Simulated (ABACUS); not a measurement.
**BaZrO3: single point with PBEsol**

Crystal: BaZrO3.

```
Ba Zr O
1.0
     4.19134    0.00000    0.00000
     0.00000    4.19134    0.00000
     0.00000    0.00000    4.19134
Ba Zr O
1 1 3
Direct
  0.00000 0.00000 0.00000
  0.50000 0.50000 0.50000
  0.50000 0.50000 0.00000
  0.50000 0.00000 0.50000
  0.00000 0.50000 0.50000
```

```json
{"Program": "ABACUS 3.10.1", "Task": "single point", "Functional": "PBEsol", "Potentials or basis": "PseudoDojo NC SR 0.4.1 PBEsol standard", "Cutoff": "1143 eV", "Density cutoff": "4572 eV", "Basis": "plane waves", "k mesh": "6 × 6 × 6", "Occupations": "fermi-dirac, width 0.05 eV", "Spin": "no spin polarisation", "Radial cutoff of the potentials (pseudo_rcut)": "7 bohr", "SCF threshold on the density": "1e-08", "Max SCF steps": "100", "Eigensolver": "dav", "Mixing": "broyden", "Mixing share": "0.7", "Symmetry key": "1", "Bands": "24"}
```

The pressure is -1.0 GPa. The band gap on the k mesh is 3.14 eV, indirect (least direct gap 3.34 eV).

Levels at points of the mesh, in eV from the valence-band top:
```
           k point  band 18  band 19  band 20  band 21  band 22  band 23
(0.00, 0.00, 0.00)    -0.21    -0.21    -0.21     3.14     3.14     3.14
(0.50, 0.00, 0.00)    -1.69    -0.44    -0.44     3.57     5.69     5.69
(0.50, 0.50, 0.00)    -0.92    -0.78    -0.07     5.67     5.67     6.45
(0.50, 0.50, 0.50)     0.00     0.00     0.00     7.00     7.00     7.00
```

Wall time 9.6 s on 4 MPI ranks on Intel(R) Xeon(R) 6975P-C (Granite Rapids) (shared host), peak memory 0.56 GiB a rank.

Caveat: this release of the barium file is off; there are fewer bands than atomic start orbitals, so a level may be missed at k points of high symmetry; spin-orbit coupling is left out, which moves the levels of the heavy elements. As with any semilocal functional, this PBEsol gap is likely too small.
